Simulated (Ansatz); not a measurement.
# F4H7NSi3: the cost of one run

Method: PBE0-D4, def2-SVP first, then def2-TZVP; program: Ansatz 0.2.0, Gaussian basis.

76 further runs of the same task are left out: 76 set aside as unsound or not needed.

**1. The starting structure**

The guess: 15 atoms, charge 0, spin multiplicity 1.

Atoms are counted from 1 here; the program's logs count them from 0.

Bond lengths: Si1–F3 1.594 Å, Si1–F4 1.576 Å, Si1–F5 1.576 Å, N7–Si8 1.756 Å, N7–Si9 1.755 Å, Si8–H10 1.461 Å, Si8–H11 1.463 Å, Si8–H12 1.459 Å, Si9–H13 1.461 Å, Si9–H14 1.460 Å, Si9–H15 1.462 Å. Angles: F3–Si1–F4 100.1°, F3–Si1–F5 100.7°, F4–Si1–F5 120.4°, Si8–N7–Si9 123.5°, N7–Si8–H10 109.8°, N7–Si8–H11 104.6°, N7–Si8–H12 106.4°, H10–Si8–H11 111.4°, H10–Si8–H12 112.2°, H11–Si8–H12 112.0°, N7–Si9–H13 109.8°, N7–Si9–H14 106.3°, N7–Si9–H15 104.5°, H13–Si9–H14 112.4°, H13–Si9–H15 111.4°, H14–Si9–H15 111.9°.

Geometry (Å):

```mol
F4H7NSi3
  3D, bonds by distance, orders not assigned

 15 11  0  0  0  0  0  0  0  0999 V2000
   -1.1814    0.6422   -1.1547 Si  0  0
   -0.6084    2.1945   -0.0331 F   0  0
   -1.4075   -0.7998   -1.7957 F   0  0
   -2.6434    0.9545   -0.6568 F   0  0
   -0.5753    1.4173   -2.3853 F   0  0
    0.0633    1.3358    0.4834 H   0  0
    0.2412    0.0245    0.2877 N   0  0
    1.8187   -0.3092   -0.4068 Si  0  0
   -0.4658   -0.9214    1.5854 Si  0  0
    1.8116   -1.6248   -1.0430 H   0  0
    2.7381   -0.2718    0.7310 H   0  0
    2.0843    0.7636   -1.3598 H   0  0
   -0.6136   -2.3122    1.1617 H   0  0
   -1.7475   -0.2953    1.8971 H   0  0
    0.4856   -0.7979    2.6891 H   0  0
  1  3  8  0
  1  4  8  0
  1  5  8  0
  7  8  8  0
  7  9  8  0
  8 10  8  0
  8 11  8  0
  8 12  8  0
  9 13  8  0
  9 14  8  0
  9 15  8  0
M  END
```

Distances that are to change: Si1–N7 2.12 Å, F2–H6 1.21 Å, Si1–F2 2.00 Å, H6–N7 1.34 Å.

**2. Constrained relaxation of the guess**

The input, hold/in.yaml:

```yaml
crystal:
  periodic: [false, false, false]
  atoms:
    - {symbol: Si, position_ang: [-1.181400, 0.642200, -1.154700]}
    - {symbol: F, position_ang: [-0.608400, 2.194500, -0.033100]}
    - {symbol: F, position_ang: [-1.407500, -0.799800, -1.795700]}
    - {symbol: F, position_ang: [-2.643400, 0.954500, -0.656800]}
    - {symbol: F, position_ang: [-0.575300, 1.417300, -2.385300]}
    - {symbol: H, position_ang: [0.063300, 1.335800, 0.483400]}
    - {symbol: N, position_ang: [0.241200, 0.024500, 0.287700]}
    - {symbol: Si, position_ang: [1.818700, -0.309200, -0.406800]}
    - {symbol: Si, position_ang: [-0.465800, -0.921400, 1.585400]}
    - {symbol: H, position_ang: [1.811600, -1.624800, -1.043000]}
    - {symbol: H, position_ang: [2.738100, -0.271800, 0.731000]}
    - {symbol: H, position_ang: [2.084300, 0.763600, -1.359800]}
    - {symbol: H, position_ang: [-0.613600, -2.312200, 1.161700]}
    - {symbol: H, position_ang: [-1.747500, -0.295300, 1.897100]}
    - {symbol: H, position_ang: [0.485600, -0.797900, 2.689100]}
basis:
  gaussian: {orbitals: def2-SVP}
hamiltonian: {xc: pbe0, dispersion: d4}
relax: {f_tol: 0.08, max_steps: 120, escape_saddle: false, constraints: [{distance: [0, 6]}, {distance: [1, 5]}, {distance: [0, 1]}, {distance: [5, 6]}]}
```

The run is started by

```sh
> ansatz run in.yaml --threads 2 --pin off --events-out ev --progress --plain --max-ram 20480MiB --backend cpu
```

What time and memory should one allow on 2 threads of AMD EPYC 7R13, shared host?

About 27 s, with a peak of 0.56 GiB.
